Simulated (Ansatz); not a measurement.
Predict the output of the script below (Ansatz's Python interface).

Script `c2h5bf2si.py`:
```python
'''Single point of C2H5BF2Si in a Gaussian basis.'''

from pathlib import Path

import ansatz
from ase import Atoms
import numpy as np

SETTINGS = {
    'basis_set': 'def2-SVP',
    'functional': 'PBE0',
}

atoms = Atoms(['B', 'Si', 'C', 'F', 'C', 'F', 'H', 'H', 'H', 'H', 'H'], positions=[
    (-0.1247, -2.06, -0.2609),
    (0.2191, -0.4174, 0.7507),
    (0.5345, 1.036, -0.4329),
    (0.5305, 0.7194, -1.7621),
    (-0.7406, 1.1283, 0.2416),
    (-0.7682, 2.1102, 1.2536),
    (-0.9963, -1.9926, -1.0885),
    (0.479, -2.9885, -0.0873),
    (1.2507, -0.369, 1.8484),
    (1.3357, 1.7786, -0.0895),
    (-1.6544, 0.9979, -0.3527),
])
molecule = ansatz.Crystal.molecule_from_ase(atoms)

setup = molecule.calculation()
setup = setup.basis(gaussian=SETTINGS['basis_set']).functional(SETTINGS['functional'])
setup = setup.forces()
setup = setup.orbitals()
done = setup.run(threads=1, pin='off', runs_dir='out')
data = done.report

print(f'E = {data["free_energy_ev"]:.6f} eV = {data["free_energy_ev"] / 27.211386246:.7f} Ha')
print('converged:', data['converged'], ' doubts:', data['published_state_doubts'] or 'none')

symbols = [site.symbol for site in molecule.cartesian_sites]
print('forces (eV/A)')
for symbol, f in zip(symbols, data['forces_ev_ang']):
    print(f'  {symbol:2s} {f[0]:9.4f} {f[1]:9.4f} {f[2]:9.4f}')

charges = data['charge_distribution']
print('dipole moment', round(4.803205 * float(np.linalg.norm(charges['dipole_moment_e_ang'])), 3), 'D')
print('Mulliken:', [(s, round(q, 3)) for s, q in zip(symbols, charges['mulliken_charges_e'])])

lines = Path(data['orbitals_path']).read_text().splitlines()
field_of = lambda key: [line.split('=')[1].strip() for line in lines if line.startswith(key)]
orbitals = [(27.211386 * float(e), s, float(n)) for e, s, n in zip(field_of('Ene='), field_of('Spin='), field_of('Occup='))]
homo = max(e for e, _, n in orbitals if n > 0.5)
lumo = min(e for e, _, n in orbitals if n < 0.5)
for e, spin, n in sorted(orbitals):
    if homo - 15 < e < lumo + 5:
        print(f'{spin:6s} {e:10.3f} eV  occupation {n:.0f}')
```

```console
$ python c2h5bf2si.py
E = -16119.048101 eV = -592.3640918 Ha
converged: True  doubts: none
forces (eV/A)
  B    -1.3343    2.3145   -0.3560
  Si    0.7629   -1.2116    0.6877
  C     1.7587    0.3434   -0.7315
  F     0.0012    0.7486    0.0243
  C    -0.4211    1.2641    1.9731
  F    -0.4066   -0.6778   -1.3615
  H     0.0148   -0.1650   -0.1217
  H     1.2188   -2.1599    0.3588
  H    -0.5217    0.2407   -0.0207
  H    -0.9928   -0.8694   -0.6158
  H    -0.0800    0.1726    0.1633
dipole moment 0.672 D
Mulliken: [('B', 0.005), ('Si', 0.095), ('C', 0.054), ('F', -0.234), ('C', 0.124), ('F', -0.262), ('H', -0.0), ('H', 0.017), ('H', -0.008), ('H', 0.112), ('H', 0.098)]
Alpha     -17.247 eV  occupation 2
Alpha     -15.827 eV  occupation 2
Alpha     -15.314 eV  occupation 2
Alpha     -14.580 eV  occupation 2
Alpha     -13.797 eV  occupation 2
Alpha     -13.329 eV  occupation 2
Alpha     -12.608 eV  occupation 2
Alpha     -12.003 eV  occupation 2
Alpha     -11.430 eV  occupation 2
Alpha     -10.733 eV  occupation 2
Alpha     -10.518 eV  occupation 2
Alpha      -9.018 eV  occupation 2
Alpha      -8.330 eV  occupation 2
Alpha      -6.965 eV  occupation 2
Alpha      -2.541 eV  occupation 0
Alpha       0.133 eV  occupation 0
Alpha       0.780 eV  occupation 0
Alpha       1.835 eV  occupation 0
```

Notes:
- Total energies depend on the basis set; only differences at equal settings carry meaning.
- The geometry is a force-field or estimated start, not a minimum of this method, and the basis set is short of its limit.
- Alpha marks a spatial orbital of a restricted run, filled by both spins.
- Levels such as HOMO and LUMO are orbital energies: with these approximate functionals they aren't the ionisation energy and electron affinity, and their gap isn't the fundamental gap.
- Run time: 4.8 s on 1 thread of Arm Neoverse V2 (shared host), peak memory 0.31 GiB.

(Lines on the test bed's own set-up are left out of the output.)
